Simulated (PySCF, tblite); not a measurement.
# 1,1,1,2,3-pentafluoropropane (C3H3F5): a rotation path, then NMR shifts on frames

How do NMR shifts of 1,1,1,2,3-pentafluoropropane (C3H3F5) (`FC[C@H](F)C(F)(F)F`) change as the atoms move?

Programs: tblite 0.8.0 and PySCF 2.14.0, with density-fitted response routines of our own. Each step states its level of theory. These are calculated values for one molecule in the gas phase, unless marked as measured. Atoms count from 0, in the outputs and in this text.

## 1. The starting structure

11 atoms, charge 0, multiplicity 1; geometry from: GFN2-xTB.

Bonds of the start (Å): F0–C1 1.36, C1–C2 1.53, C2–F3 1.37, C2–C4 1.54, C4–F5 1.34, C4–F6 1.34, C4–F7 1.33, C1–H8 1.09, C1–H9 1.09, C2–H10 1.10.

## 2. A band between two rotamers with GFN2-xTB

The job: settings as JSON, then the geometry in Å.

```
{"job": {"kind": "neb", "xc": "GFN2-xTB", "basis": "xTB", "atoms": [0, 1, 2, 3], "turn": 120}, "charge": 0, "multiplicity": 1}
F     -2.362500    -0.467630    -0.136584
C     -1.253788     0.313224     0.003565
C     -0.027829    -0.566272     0.254307
F      0.114876    -0.828157     1.588848
C      1.253049     0.134164    -0.224219
F      1.198179     0.354081    -1.545822
F      1.424452     1.322670     0.359273
F      2.342235    -0.592629     0.008802
H     -1.140552     0.881635    -0.925042
H     -1.420285     0.981996     0.854103
H     -0.122413    -1.530411    -0.263194
```

Method: GFN2-xTB climbing-image nudged elastic band, gas phase.

Launch:

```sh
> OMP_NUM_THREADS=1 python probes_run.py task.json out
```

This one command runs all jobs of the session in turn.

The program printed:

```text
image   E - E0 / eV
  0      -0.0000
  1       0.0179
  2       0.0802
  3       0.1649
  4       0.2230
  5       0.2186
  6       0.1650
  7       0.1078
  8       0.0842
```

It took 6.2 s on 1 thread, shared host.

The final band, with the dihedral F0–C1–C2–F3:

```
image  dihedral (°)  energy (eV)  energy (kcal/mol)
    0           -87        0.000                0.0
    1           -67        0.018                0.4
    2           -48        0.080                1.9
    3           -28        0.165                3.8
    4            -7        0.223                5.1
    5            14        0.219                5.0
    6            34        0.165                3.8
    7            54        0.108                2.5
    8            74        0.084                1.9
```

## 3. Nuclear shieldings: image 0, PBE0/pcSseg-1

The job: settings as JSON, then the geometry in Å.

```
{"job": {"kind": "nmr", "xc": "PBE0", "basis": "pcSseg-1", "pop": false}, "charge": 0, "multiplicity": 1}
F     -2.362500    -0.467600    -0.136600
C     -1.253800     0.313200     0.003600
C     -0.027800    -0.566300     0.254300
F      0.114900    -0.828200     1.588800
C      1.253000     0.134200    -0.224200
F      1.198200     0.354100    -1.545800
F      1.424500     1.322700     0.359300
F      2.342200    -0.592600     0.008800
H     -1.140600     0.881600    -0.925000
H     -1.420300     0.982000     0.854100
H     -0.122400    -1.530400    -0.263200
```

Method: GIAO PBE0/pcSseg-1 NMR shielding, non-relativistic, gas phase.

The program printed:

```text
coarse grid: 10552 points
cycle   1  E = -614.4209765284  dE =  1.219e+00  |g| = 1.054e+00  |ddm| = 2.763e+00
cycle   2  E = -614.1879936025  dE =  2.330e-01  |g| = 1.656e+00  |ddm| = 1.439e+00
cycle   3  E = -614.6011274276  dE = -4.131e-01  |g| = 5.774e-02  |ddm| = 9.236e-01
cycle   4  E = -614.6014310835  dE = -3.037e-04  |g| = 4.147e-02  |ddm| = 5.189e-02
cycle   5  E = -614.6017093014  dE = -2.782e-04  |g| = 9.465e-03  |ddm| = 2.676e-02
cycle   6  E = -614.6017210800  dE = -1.178e-05  |g| = 2.126e-03  |ddm| = 5.496e-03
cycle   7  E = -614.6017218310  dE = -7.510e-07  |g| = 3.866e-04  |ddm| = 1.674e-03
final grid: 107760 points
cycle   8  E = -614.6818925798  dE = -5.632e-05  |g| = 7.841e-03  |ddm| = 2.190e-02
cycle   9  E = -614.6818822020  dE =  1.038e-05  |g| = 1.151e-02  |ddm| = 1.125e-02
cycle  10  E = -614.6819042821  dE = -2.208e-05  |g| = 7.622e-04  |ddm| = 6.192e-03
cycle  11  E = -614.6819043831  dE = -1.010e-07  |g| = 2.535e-04  |ddm| = 7.677e-04
cycle  12  E = -614.6819043930  dE = -9.839e-09  |g| = 6.676e-05  |ddm| = 1.777e-04
cycle  13  E = -614.6819043935  dE = -5.632e-10  |g| = 1.995e-05  |ddm| = 4.581e-05
converged SCF energy = -614.6819043935

GIAO shielding tensors (ppm)
atom      isotropic    diamagn.    paramagn.     s11        s22        s33       span
  0 F      426.580     469.236     -42.656    384.632    416.658    478.450     93.819
  1 C       99.809     243.470    -143.661     72.775     83.394    143.256     70.481
  2 C       90.508     243.922    -153.414     70.710     85.511    115.303     44.592
  3 F      401.745     471.226     -69.482    363.670    410.844    430.719     67.049
  4 C       55.924     242.225    -186.301     51.556     54.589     61.628     10.072
  5 F      262.422     473.751    -211.329    180.055    265.173    342.040    161.985
  6 F      270.071     473.518    -203.447    189.543    273.572    347.097    157.554
  7 F      263.318     470.401    -207.082    181.399    264.203    344.354    162.955
  8 H       26.573      28.497      -1.924     21.993     27.549     30.176      8.183
  9 H       26.458      27.891      -1.433     22.391     27.543     29.441      7.050
 10 H       26.467      28.518      -2.051     24.903     25.808     28.690      3.787
```

It took 72 s on 1 thread, shared host.

Shifts follow as δ = σ(reference) − σ, with reference shieldings (ppm) from runs at the same level and on the same kind of geometry: 1H TMS 31.72, 13C TMS 186.9, 19F CFCl3 170.9. The references are single molecules in the gas phase, so shifts against H2O, NH3, PH3, H3PO4 or CFCl3 are not on the usual liquid scales and can be off by tens of ppm. Each atom is listed at this fixed geometry, with no averaging over motion; a spectrum would average atoms that exchange fast.

```
atoms                         environment  σ (ppm)  δ (ppm)
   C4                          CF3 carbon     55.9    131.0
   C2                  sp3 CH bonded to F     90.5     96.4
   C1                 sp3 CH2 bonded to F     99.8     87.1
   H9  hydrogen on an sp3 CH2 bonded to F    26.46     5.26
  H10   hydrogen on an sp3 CH bonded to F    26.47     5.25
   H8  hydrogen on an sp3 CH2 bonded to F    26.57     5.14
   F5             fluorine of a CF3 group    262.4    -91.5
   F7             fluorine of a CF3 group    263.3    -92.4
   F6             fluorine of a CF3 group    270.1    -99.1
   F3           fluorine on an sp3 carbon    401.7   -230.8
   F0           fluorine on an sp3 carbon    426.6   -255.6
```

The fields below are evaluated on a grid from the run's orbitals.

Frontier orbitals at PBE0/pcSseg-1, with the share of their density that lies nearest to each atom:

```
orbital  energy (eV)                                   lies on
   HOMO       -10.06  F0 30 %; F3 20 %; C1, C2 about 14 % each
   LUMO         1.48                H10 32 %; C2 19 %; F3 13 %
```

ELF in a plane through or near 5 of the atoms.

Ten even steps from '0' (0.00) to '9' (1.00):
```
0000000000000000000000000000
0000000000000000000000000000
0000000000000000000000000000
0000000000000000000000000000
0000000000001111000000000000
0000001110001211000000000000
0000024661001221000122100000
0000157884013333200565410000
0001377275366476622788620000
0001388676389439835788731000
0000266552848558442667630000
0000011014333016745223310000
0000000013321019998200000000
0000000012211019999400000000
0000000001110009999300000000
0000000000000003663000000000
0000000000000000000000000000
0000000000000000000000000000
0000000000000000000000000000
0000000000000000000000000000
```
The map spans 9.9 Å across and 8.4 Å up, centred on the molecule. Atoms in the plane (x, y in Å): C1 (1.3, -0.3), C2 (0.0, 0.6), C4 (-1.3, -0.2), F7 (-2.3, 0.6), H8 (1.1, -1.3).

On the surface of density 0.002 e/bohr³ the electrostatic potential runs, from the 1st to the 99th percentile, from -0.67 V near F0 to 1.51 V near H10.

## 4. Nuclear shieldings: image 2, PBE0/pcSseg-1

The job: settings as JSON, then the geometry in Å.

```
{"job": {"kind": "nmr", "xc": "PBE0", "basis": "pcSseg-1", "pop": false}, "charge": 0, "multiplicity": 1}
F     -2.357400    -0.296000     0.474900
C     -1.256500     0.295800    -0.064100
C     -0.033600    -0.604600     0.155400
F      0.020400    -1.023600     1.453200
C      1.260800     0.171000    -0.135800
F      1.280200     0.586800    -1.411700
F      1.376900     1.257100     0.629200
F      2.348300    -0.571100     0.056100
H     -1.443300     0.424000    -1.134800
H     -1.125900     1.264500     0.428700
H     -0.064600    -1.501300    -0.477300
```

Method: GIAO PBE0/pcSseg-1 NMR shielding, non-relativistic, gas phase.

The program printed:

```text
coarse grid: 10552 points
cycle   1  E = -614.4204290961  dE =  1.222e+00  |g| = 1.052e+00  |ddm| = 2.768e+00
cycle   2  E = -614.1862403046  dE =  2.342e-01  |g| = 1.656e+00  |ddm| = 1.418e+00
cycle   3  E = -614.6004635131  dE = -4.142e-01  |g| = 5.982e-02  |ddm| = 9.101e-01
cycle   4  E = -614.6007788942  dE = -3.154e-04  |g| = 4.342e-02  |ddm| = 5.264e-02
cycle   5  E = -614.6010812214  dE = -3.023e-04  |g| = 9.601e-03  |ddm| = 2.769e-02
cycle   6  E = -614.6010933129  dE = -1.209e-05  |g| = 2.133e-03  |ddm| = 5.541e-03
cycle   7  E = -614.6010940793  dE = -7.665e-07  |g| = 4.080e-04  |ddm| = 1.685e-03
final grid: 107760 points
cycle   8  E = -614.6802145831  dE = -5.021e-05  |g| = 7.424e-03  |ddm| = 2.038e-02
cycle   9  E = -614.6802058260  dE =  8.757e-06  |g| = 1.071e-02  |ddm| = 1.051e-02
cycle  10  E = -614.6802253975  dE = -1.957e-05  |g| = 8.359e-04  |ddm| = 5.758e-03
cycle  11  E = -614.6802255164  dE = -1.189e-07  |g| = 2.324e-04  |ddm| = 7.848e-04
cycle  12  E = -614.6802255244  dE = -7.966e-09  |g| = 6.935e-05  |ddm| = 1.642e-04
cycle  13  E = -614.6802255250  dE = -6.248e-10  |g| = 1.986e-05  |ddm| = 4.834e-05
converged SCF energy = -614.6802255250

GIAO shielding tensors (ppm)
atom      isotropic    diamagn.    paramagn.     s11        s22        s33       span
  0 F      443.886     468.157     -24.271    401.948    453.957    475.752     73.804
  1 C      104.721     242.685    -137.964     73.742     85.575    154.847     81.105
  2 C       96.160     244.136    -147.976     73.848     87.228    127.405     53.557
  3 F      412.420     470.702     -58.282    384.615    411.456    441.189     56.574
  4 C       55.659     242.135    -186.475     51.424     53.545     62.009     10.584
  5 F      265.420     473.886    -208.466    182.225    270.816    343.218    160.993
  6 F      271.634     473.149    -201.515    191.759    277.403    345.741    153.982
  7 F      260.905     470.486    -209.581    180.315    258.784    343.617    163.302
  8 H       26.808      28.309      -1.501     22.206     28.248     29.968      7.762
  9 H       26.563      28.069      -1.506     21.697     27.381     30.611      8.914
 10 H       26.519      28.512      -1.993     24.434     25.213     29.911      5.477
```

Wall time 44 s (1 thread, shared host).

Key values: δ C4 131.3, C2 90.8, C1 82.2, F7 -90.0, H10 5.20, H9 5.15 ppm.

## 5. NMR shieldings: image 4, PBE0/pcSseg-1

The job: settings as JSON, then the geometry in Å.

```
{"job": {"kind": "nmr", "xc": "PBE0", "basis": "pcSseg-1", "pop": false}, "charge": 0, "multiplicity": 1}
F     -2.121500     0.105800     0.923300
C     -1.273500     0.270200    -0.125100
C     -0.029000    -0.632600     0.060500
F     -0.052600    -1.231500     1.282800
C      1.263100     0.196100    -0.033800
F      1.344100     0.777600    -1.243300
F      1.310300     1.171200     0.870800
F      2.355100    -0.549400     0.117400
H     -1.819600    -0.002500    -1.032700
H     -0.994700     1.329000    -0.154500
H      0.023700    -1.431400    -0.691200
```

Method: GIAO PBE0/pcSseg-1 NMR shielding, non-relativistic, gas phase.

The program printed:

```text
coarse grid: 10552 points
cycle   1  E = -614.4159064446  dE =  1.222e+00  |g| = 1.047e+00  |ddm| = 2.769e+00
cycle   2  E = -614.1867370613  dE =  2.292e-01  |g| = 1.642e+00  |ddm| = 1.402e+00
cycle   3  E = -614.5937805646  dE = -4.070e-01  |g| = 6.236e-02  |ddm| = 8.971e-01
cycle   4  E = -614.5941268560  dE = -3.463e-04  |g| = 4.478e-02  |ddm| = 5.504e-02
cycle   5  E = -614.5944463431  dE = -3.195e-04  |g| = 9.562e-03  |ddm| = 2.915e-02
cycle   6  E = -614.5944582751  dE = -1.193e-05  |g| = 2.194e-03  |ddm| = 5.571e-03
cycle   7  E = -614.5944590858  dE = -8.107e-07  |g| = 4.181e-04  |ddm| = 1.693e-03
final grid: 107760 points
cycle   8  E = -614.6733763341  dE = -5.084e-05  |g| = 7.252e-03  |ddm| = 2.477e-02
cycle   9  E = -614.6733679480  dE =  8.386e-06  |g| = 1.047e-02  |ddm| = 1.041e-02
cycle  10  E = -614.6733867059  dE = -1.876e-05  |g| = 8.122e-04  |ddm| = 5.648e-03
cycle  11  E = -614.6733868178  dE = -1.119e-07  |g| = 2.367e-04  |ddm| = 7.741e-04
cycle  12  E = -614.6733868259  dE = -8.072e-09  |g| = 7.413e-05  |ddm| = 1.641e-04
cycle  13  E = -614.6733868266  dE = -7.046e-10  |g| = 1.985e-05  |ddm| = 5.012e-05
converged SCF energy = -614.6733868266

GIAO shielding tensors (ppm)
atom      isotropic    diamagn.    paramagn.     s11        s22        s33       span
  0 F      442.764     467.825     -25.062    390.859    442.102    495.330    104.470
  1 C      108.015     242.039    -134.024     76.685     86.562    160.796     84.111
  2 C       99.630     243.410    -143.780     77.414     87.099    134.377     56.963
  3 F      419.303     469.735     -50.432    395.250    408.152    454.508     59.258
  4 C       54.780     242.011    -187.231     50.428     52.612     61.301     10.873
  5 F      264.560     473.981    -209.421    181.496    266.255    345.927    164.431
  6 F      274.702     473.065    -198.363    200.032    276.861    347.212    147.180
  7 F      264.166     470.389    -206.223    182.799    265.964    343.734    160.934
  8 H       26.751      27.783      -1.031     22.544     26.943     30.767      8.222
  9 H       26.679      28.242      -1.562     22.371     27.440     30.226      7.855
 10 H       26.718      28.653      -1.935     24.656     25.292     30.207      5.550
```

It took 42 s on 1 thread, shared host.

In short: δ C4 132.1, C2 87.3, C1 78.9, F7 -93.2, H9 5.04, H10 5.00 ppm.

## 6. Nuclear shieldings: image 6, PBE0/pcSseg-1

The job: settings as JSON, then the geometry in Å.

```
{"job": {"kind": "nmr", "xc": "PBE0", "basis": "pcSseg-1", "pop": false}, "charge": 0, "multiplicity": 1}
F     -1.739300     0.592400     1.066000
C     -1.282300     0.239000    -0.164700
C     -0.026800    -0.640700    -0.026500
F     -0.114000    -1.420300     1.087700
C      1.248600     0.215200     0.069500
F      1.381000     0.939900    -1.057400
F      1.235100     1.069100     1.085100
F      2.346900    -0.531900     0.177300
H     -2.083900    -0.308900    -0.667600
H     -1.048100     1.161300    -0.707100
H      0.088100    -1.312400    -0.888200
```

Method: GIAO PBE0/pcSseg-1 NMR shielding, non-relativistic, gas phase.

The program printed:

```text
coarse grid: 10552 points
cycle   1  E = -614.4179550009  dE =  1.221e+00  |g| = 1.047e+00  |ddm| = 2.768e+00
cycle   2  E = -614.1934027109  dE =  2.246e-01  |g| = 1.635e+00  |ddm| = 1.366e+00
cycle   3  E = -614.5958351936  dE = -4.024e-01  |g| = 6.181e-02  |ddm| = 8.664e-01
cycle   4  E = -614.5961871757  dE = -3.520e-04  |g| = 4.370e-02  |ddm| = 5.463e-02
cycle   5  E = -614.5964919923  dE = -3.048e-04  |g| = 9.506e-03  |ddm| = 2.830e-02
cycle   6  E = -614.5965036933  dE = -1.170e-05  |g| = 2.313e-03  |ddm| = 5.693e-03
cycle   7  E = -614.5965045838  dE = -8.905e-07  |g| = 3.968e-04  |ddm| = 1.752e-03
final grid: 107760 points
cycle   8  E = -614.6773711277  dE = -5.615e-05  |g| = 7.599e-03  |ddm| = 2.126e-02
cycle   9  E = -614.6773614957  dE =  9.632e-06  |g| = 1.112e-02  |ddm| = 1.062e-02
cycle  10  E = -614.6773821266  dE = -2.063e-05  |g| = 7.289e-04  |ddm| = 5.792e-03
cycle  11  E = -614.6773822188  dE = -9.221e-08  |g| = 2.607e-04  |ddm| = 7.406e-04
cycle  12  E = -614.6773822293  dE = -1.048e-08  |g| = 6.866e-05  |ddm| = 1.826e-04
cycle  13  E = -614.6773822299  dE = -5.878e-10  |g| = 2.153e-05  |ddm| = 4.707e-05
converged SCF energy = -614.6773822299

GIAO shielding tensors (ppm)
atom      isotropic    diamagn.    paramagn.     s11        s22        s33       span
  0 F      439.759     469.990     -30.231    392.510    445.800    480.967     88.457
  1 C      106.551     241.683    -135.132     77.011     87.011    155.629     78.619
  2 C       96.696     243.483    -146.786     73.638     85.742    130.708     57.070
  3 F      421.243     470.250     -49.006    398.784    414.006    450.940     52.156
  4 C       55.089     241.417    -186.329     51.132     52.598     61.536     10.403
  5 F      262.678     473.892    -211.214    179.796    261.851    346.387    166.591
  6 F      270.984     472.867    -201.883    196.024    273.304    343.622    147.598
  7 F      264.367     470.547    -206.180    180.886    265.395    346.820    165.934
  8 H       26.599      27.376      -0.777     21.973     26.264     31.561      9.587
  9 H       26.639      28.209      -1.570     22.973     27.323     29.622      6.649
 10 H       26.932      28.793      -1.861     24.513     26.529     29.753      5.240
```

It took 41 s on 1 thread, shared host.

Key values: δ C4 131.8, C2 90.2, C1 80.4, F5 -91.7, H8 5.12, H9 5.08 ppm.

## 7. Shielding tensors: image 8, PBE0/pcSseg-1

The job: settings as JSON, then the geometry in Å.

```
{"job": {"kind": "nmr", "xc": "PBE0", "basis": "pcSseg-1", "pop": false}, "charge": 0, "multiplicity": 1}
F     -1.386200     1.136300     0.778100
C     -1.290300     0.214500    -0.219200
C     -0.022600    -0.630800    -0.081400
F     -0.149800    -1.532900     0.936700
C      1.232400     0.223600     0.180400
F      1.318200     1.198900    -0.736700
F      1.257100     0.787100     1.378200
F      2.343300    -0.512200     0.060100
H     -2.167700    -0.436700    -0.150400
H     -1.277000     0.758900    -1.168600
H      0.147900    -1.204100    -1.003100
```

Method: GIAO PBE0/pcSseg-1 NMR shielding, non-relativistic, gas phase.

The program printed:

```text
coarse grid: 10552 points
cycle   1  E = -614.4211726558  dE =  1.223e+00  |g| = 1.053e+00  |ddm| = 2.773e+00
cycle   2  E = -614.1961206767  dE =  2.251e-01  |g| = 1.642e+00  |ddm| = 1.393e+00
cycle   3  E = -614.6012808998  dE = -4.052e-01  |g| = 5.991e-02  |ddm| = 8.816e-01
cycle   4  E = -614.6016206836  dE = -3.398e-04  |g| = 4.227e-02  |ddm| = 5.432e-02
cycle   5  E = -614.6019118265  dE = -2.911e-04  |g| = 9.422e-03  |ddm| = 2.716e-02
cycle   6  E = -614.6019232008  dE = -1.137e-05  |g| = 2.415e-03  |ddm| = 5.858e-03
cycle   7  E = -614.6019241580  dE = -9.572e-07  |g| = 3.617e-04  |ddm| = 1.823e-03
final grid: 107760 points
cycle   8  E = -614.6804394382  dE = -4.834e-05  |g| = 7.728e-03  |ddm| = 2.106e-02
cycle   9  E = -614.6804296555  dE =  9.783e-06  |g| = 1.125e-02  |ddm| = 1.089e-02
cycle  10  E = -614.6804508729  dE = -2.122e-05  |g| = 7.630e-04  |ddm| = 5.982e-03
cycle  11  E = -614.6804509752  dE = -1.023e-07  |g| = 2.304e-04  |ddm| = 7.206e-04
cycle  12  E = -614.6804509833  dE = -8.061e-09  |g| = 6.651e-05  |ddm| = 1.655e-04
cycle  13  E = -614.6804509838  dE = -5.616e-10  |g| = 2.093e-05  |ddm| = 4.746e-05
converged SCF energy = -614.6804509838

GIAO shielding tensors (ppm)
atom      isotropic    diamagn.    paramagn.     s11        s22        s33       span
  0 F      435.328     472.312     -36.985    398.974    433.620    473.389     74.416
  1 C      101.649     240.875    -139.226     75.365     85.679    143.903     68.538
  2 C       92.710     244.856    -152.147     69.368     85.909    122.851     53.483
  3 F      405.635     471.351     -65.716    369.605    409.461    437.841     68.236
  4 C       55.777     240.381    -184.604     50.086     54.531     62.715     12.628
  5 F      263.372     473.876    -210.504    183.000    265.108    342.007    159.007
  6 F      263.562     471.939    -208.378    187.678    271.321    331.686    144.008
  7 F      254.393     470.989    -216.596    171.778    243.896    347.505    175.727
  8 H       26.422      27.069      -0.648     22.330     25.961     30.974      8.644
  9 H       26.651      27.952      -1.301     23.436     26.053     30.465      7.029
 10 H       26.933      29.000      -2.067     24.444     26.897     29.459      5.014
```

Wall time 40 s (1 thread, shared host).

Key values: δ C4 131.1, C2 94.2, C1 85.3, F7 -83.4, H8 5.30, H9 5.07 ppm.

## 8. Side by side: NMR shifts

Shifts (ppm) of some atoms, chosen among heavy atoms and hydrogens apart, with basis size and wall time:

```
  frame    C2   H10    H8     F7      F6      F3      F0  functions  time
image 0  96.4  5.25  5.14  -92.4   -99.1  -230.8  -255.6        151  72 s
image 2  90.8  5.20  4.91  -90.0  -100.7  -241.5  -272.9        151  44 s
image 4  87.3  5.00  4.97  -93.2  -103.8  -248.4  -271.8        151  42 s
image 6  90.2  4.79  5.12  -93.4  -100.0  -250.3  -268.8        151  41 s
image 8  94.2  4.78  5.30  -83.4   -92.6  -234.7  -264.4        151  40 s
```

## 9. What came out

```
                                         quantity                                    value
                                          barrier       0.223 eV (5.1 kcal/mol) at image 4
                            end to end (GFN2-xTB)                                 0.084 eV
  13C shifts against TMS (PBE0/pcSseg-1, image 0)                    131.0, 96.4, 87.1 ppm
   1H shifts against TMS (PBE0/pcSseg-1, image 0)                     5.26, 5.25, 5.14 ppm
19F shifts against CFCl3 (PBE0/pcSseg-1, image 0)  -91.5, -92.4, -99.1, -230.8, -255.6 ppm
            surface potential, 1st and 99th percentile                       -0.67 V and 1.51 V
                         range of the shift of F3                     -250.3 to -230.8 ppm
```

Along the band the dihedral turns by 161°, and the top (dihedral -7°) lies 5.1 kcal/mol above the start (GFN2-xTB, rough), so at room temperature this motion is fast. The top was not checked by a frequency run. Shifts at one fixed geometry are not the observed spectrum, which averages over the motion. In ppm, F3 moves most: its shift spreads over 19.5 ppm, from -250.3 (image 6) to -230.8 (image 0).
